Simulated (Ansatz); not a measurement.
# GeS (SMILES [S+]#[Ge-]): levels of theory compared

Wanted: a comparison of 6 runs (CAM-B3LYP/STO-3G, SVWN5/STO-3G, UB3LYP/STO-3G, r2SCAN0/STO-3G, revPBE/STO-3G, FCI/STO-3G) of GeS. 

The calculation is run with Ansatz 0.2.0.

58 further runs of the same task are left out: 29 that didn't finish, 29 set aside as unsound or not needed.

## 1. The molecule

GeS has 2 atoms, charge 0, and is taken as a singlet. SMILES: `[S+]#[Ge-]`. The Ge2–S1 distance was set to 2.515 Å, away from the relaxed value.

Bond lengths: S1–Ge2 2.515 Å.

## 2. A single-point energy at CAM-B3LYP/STO-3G (run 1)

The input, input.yaml:

```yaml
crystal:
  periodic: [false, false, false]
  atoms:
    - symbol: S
      position_ang: [0.000000, 0.000000, -0.503014]
    - symbol: Ge
      position_ang: [0.000000, 0.000000, 2.012086]
basis:
  gaussian:
    orbitals: STO-3G
hamiltonian:
  xc: {name: CAM-B3LYP}
accuracy: high
```

Launch:

```
$ ansatz run input.yaml --threads 1 --pin off --max-ram 2610MiB --events-out events.jsonl --progress --plain --runs-dir runs
```

What it wrote:

```text
Warning: RAYON_NUM_THREADS=1 ignored (pool sized by the plan → 1); use --threads N
Functional definition: CAM-B3LYP
  name "CAM-B3LYP"
  parameter alpha = 0.19
  parameter beta = 0.46
  parameter omega = 0.33/bohr
  parameter ac = 0.81
  exchange = (1 - alpha - beta)*b88_x + beta*b88_x_sr(omega) + alpha*exact_x + beta*exact_x_lr(omega)
  correlation = (1 - ac)*vwn5_c + ac*lyp_c
358 factors; integrals over basis functions are off by at most 1.1e-8 eV
113 factors; integrals over basis functions are off by at most 1.9e-9 eV
mean field evaluation 1: about -66569.5440 eV, gradient 3.3e1 eV
mean field evaluation 2: about -66487.4085 eV, gradient 9.2e1 eV
mean field evaluation 4: about -66574.2349 eV, gradient 2.5e1 eV
mean field evaluation 8: about -66574.4832 eV, gradient 2.4e1 eV
mean field evaluation 16: about -66577.7769 eV, gradient 1.9e-8 eV
mean field evaluation 32: about -66577.7769 eV, gradient 7.2e-8 eV
mean field -66577.77685408 eV, -2446.6881713496 hartree, gradient 7.2e-8 eV, S^2 0.000000; 2 other end points of the search recorded, 0 dependent functions left out
reference -66577.77686618 eV, -2446.6881717942 hartree; 24, 24 occupied and 3, 3 virtual orbitals, 358 factors
Total energy: -66577.77686618 eV, -2446.6881717942 hartree
```

It took 2 s on 1 thread of Arm Neoverse V1, shared host; peak memory 0.094 GiB.

## 3. A single-point energy at SVWN5/STO-3G (run 2)

The input, molecule.yaml:

```yaml
crystal:
  periodic: [false, false, false]
  atoms:
    - {symbol: S, position_ang: [0.000000, 0.000000, -0.503014]}
    - {symbol: Ge, position_ang: [0.000000, 0.000000, 2.012086]}
basis:
  gaussian: {orbitals: STO-3G}
hamiltonian: {xc: {name: SVWN5}}
accuracy: high
```

Launch:

```
$ ansatz run molecule.yaml --threads 1 --pin off --max-ram 2610MiB --events-out events.jsonl --progress --plain --runs-dir runs
```

What it wrote (excerpt; [...] marks lines left out):

```text
Warning: RAYON_NUM_THREADS=1 ignored (pool sized by the plan → 1); use --threads N
Functional definition: SVWN5
  name "SVWN5"
[...]
358 factors; integrals over basis functions are off by at most 1.1e-8 eV
[...]
mean field -66448.42374787 eV, -2441.9345323748 hartree, gradient 1.3e-8 eV, S^2 0.000000; 18 other end points of the search recorded, 0 dependent functions left out
reference -66448.42374939 eV, -2441.9345324306 hartree; 24, 24 occupied and 3, 3 virtual orbitals, 358 factors
Total energy: -66448.42374939 eV, -2441.9345324306 hartree
```

It took 6.3 s on 1 thread of Arm Neoverse V1, shared host.

Runs 3 to 5 aren't shown in full; the table further down has their settings and results.

## 4. A single-point energy at FCI/STO-3G (run 6)

The input, molecule.yaml:

```yaml
crystal:
  periodic: [false, false, false]
  atoms:
    - symbol: S
      position_ang: [0.000000, 0.000000, -0.503014]
    - symbol: Ge
      position_ang: [0.000000, 0.000000, 2.012086]
basis:
  gaussian:
    orbitals: STO-3G
magnetization:
  spin_polarized: false
correlation:
  method: fci
  frozen_orbitals: {Ge: 9, S: 5}
accuracy: high
```

Launch:

```
$ ansatz run molecule.yaml --threads 1 --pin off --max-ram 2610MiB --events-out events.jsonl --progress --plain --runs-dir runs
```

What it wrote (excerpt; [...] marks lines left out):

```text
Warning: RAYON_NUM_THREADS=1 ignored (pool sized by the plan → 1); use --threads N
Functional definition: HF
  name "HF"
[...]
358 factors; integrals over basis functions are off by at most 1.1e-8 eV
[...]
mean field -66525.29622742 eV, -2444.7595438924 hartree, gradient 7.1e-9 eV, S^2 0.000000; 7 other end points of the search recorded, 0 dependent functions left out; unrestricted orbitals would lower it
unrestricted determinant -66527.28201737 eV, -2444.8325203271 hartree, S^2 1.0493
14 core orbitals not correlated: weight in the atoms' cores, before any rotation towards them, 1.000 or more for the frozen orbitals, at most 0.000 for the correlated occupied ones
reference -66525.29622742 eV, -2444.7595438924 hartree; 10, 10 occupied and 3, 3 virtual orbitals, 358 factors
state -66529.59891189 eV, -2444.9176646303 hartree
Total energy: -66529.59891189 eV, -2444.9176646303 hartree
```

Wall time 1.3 s (1 thread of Arm Neoverse V1, shared host).

## 5. Overview of the runs

| run | level | frozen core orbitals | energy (Eh) | wall time |
| --- | --- | --- | --- | --- |
| 1 | CAM-B3LYP/STO-3G | – | -2446.688172 | 2 s |
| 2 | SVWN5/STO-3G | – | -2441.934532 | 6.3 s |
| 3 | UB3LYP/STO-3G | – | -2446.673486 | 9.9 s |
| 4 | r2SCAN0/STO-3G | – | -2446.783334 | 2.9 s |
| 5 | revPBE/STO-3G | – | -2446.439770 | 13 s |
| 6 | FCI/STO-3G | 14 | -2444.917665 | 1.3 s |

## 6. Summary of results

| quantity | value |
| --- | --- |
| run 6: total energy | -2444.91766 Eh |
| run 6: correlation energy (14 core orbitals frozen) | -158.1 mEh |

Totals of different functionals can't be ranked against each other. In runs 1, 2, 3, 4, 5, 6 the basis is minimal, so the values are rough. Spin contamination of the reference: run 3 ⟨S²⟩ = 0.63. Where it is this large, the reference is a mixture of spin states, and values that rest on it are in doubt. All runs together took 36 s, the longest 13 s.
